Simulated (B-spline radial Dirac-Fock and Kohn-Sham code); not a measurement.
# Inner shells of Tb³⁺

Aim: for the Tb³⁺ ion, compute its X-ray form factor and Compton profile, the binding energy of each subshell and the widths and yields of its core holes.

Program: B-spline radial Dirac-Fock and Kohn-Sham code, version 3. Model: a free atom or ion on a radial basis; each step names its model. All values are calculated, but those marked as tabulated.

### 1 The system

Terbium as Tb³⁺, configuration [Xe] 4f7 5d1 (not the ground configuration).

- nuclear charge: 65
- electrons: 62
- mass number: 159
- nuclear rms radius: 5.06 fm

### 2 Form factor and Compton profile

Model: Dirac-Fock average of configuration, finite nucleus; form factor of the spherical density, Waller-Hartree incoherent function, impulse-approximation Compton profiles.

Recorded inputs:

```ini
task = scatter
Z = 65
charge = 3
configuration = 1s2 2s2 2p6 3s2 3p6 3d10 4s2 4p6 4d10 4f7 5s2 5p6 5d1
mass_number = 159
rms_radius = 5.06  # fm
s = [0.0, 0.05, 0.1, 0.15, 0.2, 0.25, 0.3, 0.35, 0.4, 0.45, 0.5, 0.6, 0.7, 0.8, 0.9, 1.0, 1.1, 1.2, 1.4, 1.6, 1.8, 2.0, 2.5, 3.0, 3.5, 4.0, 5.0, 6.0]  # 1/A
pz = [0, 0.1, 0.14, 0.21, 0.3, 0.44, 0.63, 0.91, 1.3, 1.9, 2.7, 4.0, 5.7, 8.3, 12.0, 17.0, 25.0, 36.0, 52.0, 75.0, 110.0]  # a.u.
photon_energy = [1000, 2000, 5000, 8047.8, 20000, 50000, 100000, 1000000]  # eV
```

### 3 Core and valence levels

Model: Dirac-Fock average of configuration, Delta-SCF, finite nucleus, first-order Breit with its frequency dependence, self-energy and vacuum polarisation.

Settings, as recorded:

```ini
task = binding
```

### 4 Filling the vacancies

Model: independent-particle rates: relativistic LDA orbitals of the hole state, multipoles to L = 3 (length form), Coulomb Auger matrix elements with a Latter-tail continuum; energies from Dirac-Fock.

Recorded inputs:

```ini
task = decay
holes = ["K", "L1", "L2", "L3", "M1", "M2", "M3", "M4", "M5", "N1", "N2", "N3", "N4", "N5"]
```

Before running it: what results should come out? Wanted: rms radius of the electron cloud; form factor halves at; Compton profile at zero; deepest level listed, K; least bound, O4,5; Kα1; K hole: width, yield.

**Answer**, as computed:

```
                        quantity                   value
rms radius of the electron cloud              0.774 bohr
           form factor halves at                0.64 1/Å
         Compton profile at zero            7.644 1/a.u.
    deepest level listed, K (1s)              52040.6 eV
          least bound, O4,5 (5d)                31.12 eV
                             Kα1              44478.3 eV
            K hole: width, yield          23.2 eV, 0.939
                    its lifetime               0.0284 fs
              its strongest line  Kα1 (K-L3), 44478.3 eV
```

**Reading.** f falls from 62 to half of that at s = 0.64 1/Å. Incoherent scattering outweighs coherent from 1000 keV on, among the energies asked. The K (1s) level lies 77.7 eV under Koopmans' value by relaxation alone; Breit gives -149.54 and QED -77.46 eV. The K hole lives 0.028 fs and decays mostly by X-ray emission (yield 0.94). Coster-Kronig decay rules L1, M1, M2, M3, N1, N2, N3, N4 and N5, where this model's widths can be far from the measured ones. The Hartree-Fock and Dirac-Fock values hold no electron correlation.
